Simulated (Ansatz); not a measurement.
Sc₃In, space group Pm-3m: a convergence test of the plane-wave cutoff, run with the Python package of Ansatz (0.2.0).

The script, `run_ecut.py`:
```python
'''Cutoff test for Sc3In.'''

import warnings

import ansatz
from tabulate import tabulate


def main() -> None:
    warnings.simplefilter('ignore', ansatz.DeckWarning)

    crystal = (
        ansatz.Lattice.cubic(4.53040882)
        .space_group(221)
        .atom('Sc', (0.5, 0.5, 0.0))
        .atom('In', (0.0, 0.0, 0.0))
    )

    setup = (
        crystal.calculation()
        .functional('LDA')
        .kpoints(spacing=0.23)
        .occupations('methfessel_paxton')
        .scf(tolerance=1e-09)
    )

    rows = []
    for value in [300, 375, 450, 525, 600]:
        r = setup.basis(value).run(threads=1, pin='off').report
        rows.append((value, r['free_energy_ev'] / len(r['lattice']['sites']), r['n_iterations'], r['n_pw']))

    print(tabulate(rows, headers=['cutoff (eV)', 'F/atom (eV)', 'iterations', 'plane waves'], floatfmt='.4f', tablefmt='simple'))

    # the last row is the reference
    for row in rows[:-1]:
        shift = 1000 * (row[1] - rows[-1][1])
        print(f'{row[0]}: {shift:+.2f} meV/atom' + ('  (within 1 meV)' if abs(shift) < 1 else ''))


if __name__ == '__main__':
    main()
```

From which cutoff on is the energy per atom within 1 meV of the last row, and how does it get there?

From 375 eV on it stays within 1 meV an atom of the value at 600 eV; the first row (300 eV) is off by 48.2 meV and the last but one by 0.24 meV. The energy falls steadily, as expected when plane waves are added.

What the script printed:

```console
$ python run_ecut.py
  cutoff (eV)    F/atom (eV)    iterations    plane waves
-------------  -------------  ------------  -------------
          300     -2931.3136             8           1045
          375     -2931.3608             8           1551
          450     -2931.3614             8           2007
          525     -2931.3616             8           2517
          600     -2931.3618             8           3071
300: +48.21 meV/atom
375: +0.98 meV/atom  (within 1 meV)
450: +0.42 meV/atom  (within 1 meV)
525: +0.24 meV/atom  (within 1 meV)
```

The structure comes from a database of computed cells and needn't be a stable or known phase. Shifts are counted from the last row, which is itself no proven limit. The script silences the warnings on its input, which a real study should read. Hardware and time: 16 s on 1 thread of Arm Neoverse V1 (shared host), peak memory 0.46 GiB.

(Lines on the test bed's own set-up are left out of the output.)
